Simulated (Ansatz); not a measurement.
# MnPt2: band structure with PBEsol

Crystal: MnPt2.

```
CELL_PARAMETERS angstrom
2.85840 0.00000 0.00000
-1.42920 2.47545 0.00000
0.00000 0.00000 6.53250
ATOMIC_POSITIONS crystal
Pt 0.66667 0.33333 0.31621
Pt 0.33333 0.66667 0.68379
Mn 0.00000 0.00000 0.00000
```

The cell comes from a database or a generator and needn't be the stable form of this composition.

```yaml
Program: Ansatz 0.2.0
Task: band structure
Functional: PBEsol
Potentials_or_basis: all-electron LAPW, scalar-relativistic
Cutoff: 261 eV (chosen from the basis error)
Basis_error_allowed: 0.002 eV/atom
k_mesh: 11 × 11 × 4
Occupations: fermi-dirac, width 0.05 eV
Spin: collinear spin, ferromagnetic start
Starting_moments: "[0.0, 0.0, 4.0] μB"
```

```yaml
Pressure: -9.2 GPa
Largest_force: 0.027 eV/Å
Band_gap_along_the_path: none (metal or under the smearing width)
Net_moment: 4.51 μB per cell
Absolute_moment: 4.59 μB per cell
Site_moments: Pt +0.31; Mn +3.78 μB
```

Forces in eV/Å, atoms in the order of the input:
```
Pt   0.000  0.000  0.027
Pt   0.000  0.000 -0.027
Mn   0.000  0.000  0.000
```

Stress tensor (GPa, compression positive):
```
-10.13   0.00   0.00
  0.00 -10.13   0.00
  0.00   0.00  -7.30
```

Levels at the corners of the path, in eV from the Fermi level:
Spin up:
| point | band 50 | band 51 | band 52 | band 53 | band 54 | band 55 |
| --- | --- | --- | --- | --- | --- | --- |
| Γ | -1.55 | -1.08 | -1.08 | -0.80 | -0.80 | 10.00 |
| M | -0.19 | 0.19 | 1.51 | 1.66 | 1.96 | 5.67 |
| K | -0.87 | -0.87 | 3.08 | 3.08 | 4.43 | 7.13 |
| Γ | -1.55 | -1.08 | -1.08 | -0.80 | -0.80 | 10.00 |
| A | -1.72 | -1.72 | -0.12 | -0.12 | 0.17 | 6.03 |
| L | -0.34 | -0.13 | -0.09 | 1.85 | 2.59 | 4.81 |
| H | -0.35 | -0.35 | 3.85 | 3.85 | 4.82 | 4.82 |
| A | -1.72 | -1.72 | -0.12 | -0.12 | 0.17 | 6.03 |
Spin down:
```csv
point,band 44,band 45,band 46,band 47,band 48,band 49,band 50,band 51,band 52,band 53
Γ,-2.79,-2.38,-1.87,-1.87,-0.90,-0.90,0.69,1.34,1.34,2.19
M,-1.74,-1.13,0.06,0.10,0.13,1.63,1.90,2.38,2.49,2.82
K,-2.06,-2.06,-1.81,0.76,0.76,1.36,1.36,2.27,3.98,3.98
Γ,-2.79,-2.38,-1.87,-1.87,-0.90,-0.90,0.69,1.34,1.34,2.19
A,-3.07,-1.57,-1.57,-1.41,-1.41,0.26,0.46,1.39,1.39,2.36
L,-1.25,-0.83,-0.44,0.04,0.16,0.68,1.45,1.94,2.82,3.00
H,-2.31,-2.31,-1.91,0.92,0.92,1.18,1.18,2.50,5.33,5.33
A,-3.07,-1.57,-1.57,-1.41,-1.41,0.26,0.46,1.39,1.39,2.36
```

It took 36 s on 4 threads of AMD EPYC 7R13 Processor (Zen 3), on a shared host, peak memory 0.93 GiB.

Caveat: spin-orbit coupling is left out, which moves the levels of the heavy elements.
